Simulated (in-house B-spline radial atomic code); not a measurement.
**Ag¹⁰⁺: ionisation energy by several methods**

How far do functionals differ on the ionisation energy of Ag¹⁰⁺? Each run solves Ag¹⁰⁺ and then the next ion ([Ar] 3d10 4s2 4p6).

Method: scalar-relativistic (X2C), several functionals, spin-polarised, exact exchange averaged over the configuration; spherical all-electron atom at the radial basis limit. Code: in-house B-spline radial atomic code version 1.

### Step 1. The atom as given

* element: silver (Z = 47)
* charge: +10
* electrons: 37
* configuration: [Kr] 4d1
* nucleus: Fermi, rms radius 4.545 fm

Outer shells as boxes (Hund's rule):

[Kr] 4d1
```
[Kr] core
4d [↑ ][  ][  ][  ][  ]
```

Where spins are not typed, each open shell is filled with up spins first.

### Step 2. B97-1, a global hybrid

Input settings:

```ini
Z = 47
electrons = 37.0
configuration = [Kr] 4d1
hamiltonian = x2c
method = b97_1
spin_polarised = True
nucleus = fermi
rms_radius = 4.5454
mass_number = 107
atomic_mass = 106.905091509
speed_of_light = 137.035999084
exact_exchange = averaged over the configuration
```

On the command line:

```console
$ python run_scf.py task.json out
```

The settings of every run stand in task.json; they run in order.

### Step 3. BHandHLYP, a global hybrid

Settings: those of step 2 with these lines changed.

```diff
@@ -4,3 +4,3 @@
 hamiltonian = x2c
-method = b97_1
+method = bhandhlyp
 spin_polarised = True
```

### Step 4. B3LYP, a global hybrid

Settings: those of step 3 with these lines changed.

```diff
@@ -4,3 +4,3 @@
 hamiltonian = x2c
-method = bhandhlyp
+method = b3lyp
 spin_polarised = True
```

### Step 5. LC-ωPBE, a range-separated hybrid

Settings: those of step 4 with these lines changed.

```diff
@@ -4,3 +4,3 @@
 hamiltonian = x2c
-method = b3lyp
+method = lc_wpbe
 spin_polarised = True
```

### Step 6. HSE06, a range-separated hybrid

Settings: those of step 5 with these lines changed.

```diff
@@ -4,3 +4,3 @@
 hamiltonian = x2c
-method = lc_wpbe
+method = hse06
 spin_polarised = True
```

### Step 7. CAM-B3LYP, a range-separated hybrid

Settings: those of step 6 with these lines changed.

```diff
@@ -4,3 +4,3 @@
 hamiltonian = x2c
-method = hse06
+method = camb3lyp
 spin_polarised = True
```

Before running: The tabulated ionisation energy is 188 ± 2.4 eV (tabulated theoretical; NIST Atomic Spectra Database). What does each method give, and which comes nearest?

The runs gave:

| method | rung | total energy (hartree) | ΔSCF (eV) | −ε highest (eV) | ΔSCF less tabulated (eV) |
| --- | --- | --- | --- | --- | --- |
| B97-1 | global hybrid | -5285.4228 | 188.90 | 180.44 (4d up) | +0.90 |
| BHandHLYP | global hybrid | -5285.6398 | 188.70 | 183.57 (4d up) | +0.70 |
| B3LYP | global hybrid | -5285.6318 | 188.93 | 180.38 (4d up) | +0.93 |
| LC-ωPBE | range-separated hybrid | -5285.1580 | 188.96 | 183.65 (4d up) | +0.96 |
| HSE06 | range-separated hybrid | -5285.2014 | 188.82 | 180.45 (4d up) | +0.82 |
| CAM-B3LYP | range-separated hybrid | -5285.8749 | 188.88 | 182.37 (4d up) | +0.88 |

The tabulated ionisation energy is 188 ± 2.4 eV (tabulated theoretical; NIST Atomic Spectra Database). BHandHLYP comes nearest (+0.70 eV) and LC-ωPBE is farthest (+0.96 eV, 0.51 %). The table's own uncertainty is as large as these misses, so the order means little. All methods miss on the same side by much the same amount, which points to something that they share. Relativistic terms that these runs lack can be as large as the gaps between close methods, so the nearest may be so by luck. Spin-orbit coupling is left out. Open shells are averaged (over orientations, and over spins where the run is restricted), while tables refer to the lowest levels.
